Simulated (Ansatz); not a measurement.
# C2H7Al (SMILES [CH3][AlH][CH3]) at revPBE/def2-SVPD

Aim: the electronic atomisation energy of C2H7Al at revPBE/def2-SVPD, from 4 runs. 

The results are computed with Ansatz 0.2.0.

36 further runs of the same task are left out: 36 set aside as unsound or not needed.

## 1. The system as given

C2H7Al has 10 atoms, charge 0, and is taken as a singlet. As SMILES, `[CH3][AlH][CH3]`. The coordinates come from a PBE0-D4/def2-TZVP relaxation.

Bond lengths: C1–Al2 1.954 Å, Al2–C3 1.954 Å, C1–H4 1.095 Å, C1–H5 1.092 Å, C1–H6 1.096 Å, Al2–H7 1.595 Å, C3–H8 1.093 Å, C3–H9 1.095 Å, C3–H10 1.096 Å. Some angles: C1–Al2–C3 121.2°, C1–Al2–H7 120.2°, C3–Al2–H7 118.5°, Al2–C1–H4 111.1°, Al2–C1–H5 113.4°, Al2–C1–H6 110.4°, Al2–C3–H8 113.4°, Al2–C3–H9 111.0°, Al2–C3–H10 110.5°, H4–C1–H5 108.0°.

## 2. A single-point energy at revPBE/def2-SVPD

Input file input.yaml:

```yaml
crystal:
  periodic: [false, false, false]
  atoms:
    - symbol: C
      position_ang: [-1.219100, 0.923600, -0.783300]
    - symbol: Al
      position_ang: [0.496800, 0.021800, -0.536400]
    - symbol: C
      position_ang: [0.903900, -0.949000, 1.109700]
    - symbol: H
      position_ang: [-2.054000, 0.233200, -0.621200]
    - symbol: H
      position_ang: [-1.337000, 1.368500, -1.773800]
    - symbol: H
      position_ang: [-1.340300, 1.723700, -0.043600]
    - symbol: H
      position_ang: [1.605700, 0.078800, -1.681200]
    - symbol: H
      position_ang: [0.069000, -0.980000, 1.814000]
    - symbol: H
      position_ang: [1.201900, -1.980900, 0.894300]
    - symbol: H
      position_ang: [1.756300, -0.490900, 1.624500]
basis:
  gaussian: {orbitals: def2-SVPD}
total_charge: 0
hamiltonian: {xc: {name: revPBE}}
accuracy: high
output: {orbitals: {seedname: orbitals}}
```

On the command line:

```sh
ansatz run input.yaml --threads 1 --pin off --max-ram 3480MiB --events-out events.jsonl --progress --plain --runs-dir runs
```

Output:

```text
Warning: RAYON_NUM_THREADS=1 ignored (pool sized by the plan → 1); use --threads N
Functional definition: revPBE
  name "revPBE"
  parameter kappa = 1.245
  parameter beta = 0.06672455060314922
  exchange = pbe_x(kappa = kappa, mu = beta*pi^2/3)
  correlation = pbe_c(beta = beta)
2444 factors; integrals over basis functions are off by at most 3.6e-9 eV
mean field evaluation 1: about -8765.3015 eV, gradient 7.5e1 eV
mean field evaluation 2: about -8744.4853 eV, gradient 1.0e2 eV
mean field evaluation 4: about -8779.4691 eV, gradient 3.6e0 eV
mean field evaluation 8: about -8779.5191 eV, gradient 9.1e-2 eV
mean field evaluation 16: about -8779.5191 eV, gradient 4.4e-7 eV
mean field -8779.51909219 eV, -322.6413756661 hartree, gradient 2.8e-8 eV, S^2 0.000000; 0 other end points of the search recorded, 0 dependent functions left out
reference -8779.51909908 eV, -322.6413759196 hartree; 16, 16 occupied and 104, 104 virtual orbitals, 2444 factors
Total energy: -8779.51909908 eV, -322.6413759196 hartree
```

Wall time 9.3 s (1 thread of Arm Neoverse V2, shared host); peak memory 0.36 GiB.

## 3. The Al atom, same level

Input file in.yaml:

```yaml
basis:
  gaussian:
    orbitals: def2-SVPD
crystal:
  periodic: [false, false, false]
  atoms:
    - {symbol: Al, position_ang: [0.000000, 0.000000, 0.000000]}
magnetization:
  spin_polarized: true
  initial_magnetization: 1
hamiltonian:
  xc: {name: revPBE}
accuracy: high
```

On the command line:

```sh
ansatz run in.yaml --threads 1 --pin off --max-ram 3480MiB --events-out events.jsonl --progress --plain --runs-dir runs
```

Output, cut to the lines that bear on the results:

```text
Warning: RAYON_NUM_THREADS=1 ignored (pool sized by the plan → 1); use --threads N
[... 6 set-up lines as earlier in the session ...]
202 factors; integrals over basis functions are off by at most 1.9e-9 eV
mean field evaluation 1: about -6591.3590 eV, gradient 1.5e0 eV
mean field evaluation 2: about -6591.4003 eV, gradient 3.3e-1 eV
mean field evaluation 4: about -6591.4018 eV, gradient 1.2e-1 eV
mean field evaluation 8: about -6591.4020 eV, gradient 7.4e-5 eV
mean field evaluation 16: about -6591.4020 eV, gradient 5.2e-2 eV
mean field -6591.40197311 eV, -242.2295546991 hartree, gradient 4.6e-8 eV, S^2 0.755224; 1 other end points of the search recorded, 0 dependent functions left out
reference -6591.40197602 eV, -242.2295548062 hartree; 7, 6 occupied and 17, 18 virtual orbitals, 202 factors
Total energy: -6591.40197602 eV, -242.2295548062 hartree
```

Run time: 0.98 s. Hardware: 1 thread of Arm Neoverse V2, shared host.

## 4. The C atom at the same level

Input file in.yaml:

```yaml
crystal:
  periodic: [false, false, false]
  atoms:
    - {symbol: C, position_ang: [0.000000, 0.000000, 0.000000]}
basis:
  gaussian:
    orbitals: def2-SVPD
magnetization:
  spin_polarized: true
  initial_magnetization: 2
hamiltonian:
  xc: {name: revPBE}
accuracy: high
```

Run the same way, it converges to -37.80194 Eh (log not shown).

## 5. The H atom

Input file molecule.yaml:

```yaml
crystal:
  periodic: [false, false, false]
  atoms:
    - {symbol: H, position_ang: [0.000000, 0.000000, 0.000000]}
basis:
  gaussian:
    orbitals: def2-SVPD
hamiltonian:
  xc: {name: revPBE}
magnetization:
  spin_polarized: true
  initial_magnetization: 1
accuracy: high
```

Run the same way, it converges to -0.50319 Eh (log not shown).

## 6. What came out

At revPBE/def2-SVPD:

| quantity | value |
| --- | --- |
| molecule: total energy | -322.64138 Eh |
| molecule: HOMO energy | -6.48 eV |
| molecule: LUMO energy | -1.51 eV |
| molecule: HOMO–LUMO gap | 4.97 eV |
| Al atom: total energy | -242.22955 Eh |
| Al atom: ⟨S²⟩ | 0.755 |
| C atom: total energy | -37.80194 Eh |
| C atom: ⟨S²⟩ | 2.003 |
| H atom: total energy | -0.50319 Eh |
| H atom: ⟨S²⟩ | 0.750 |
| electronic atomisation energy | 34.982 eV |

Taking the molecule apart into free atoms costs 34.98 eV (3375 kJ/mol), before zero-point energy and without spin-orbit coupling.
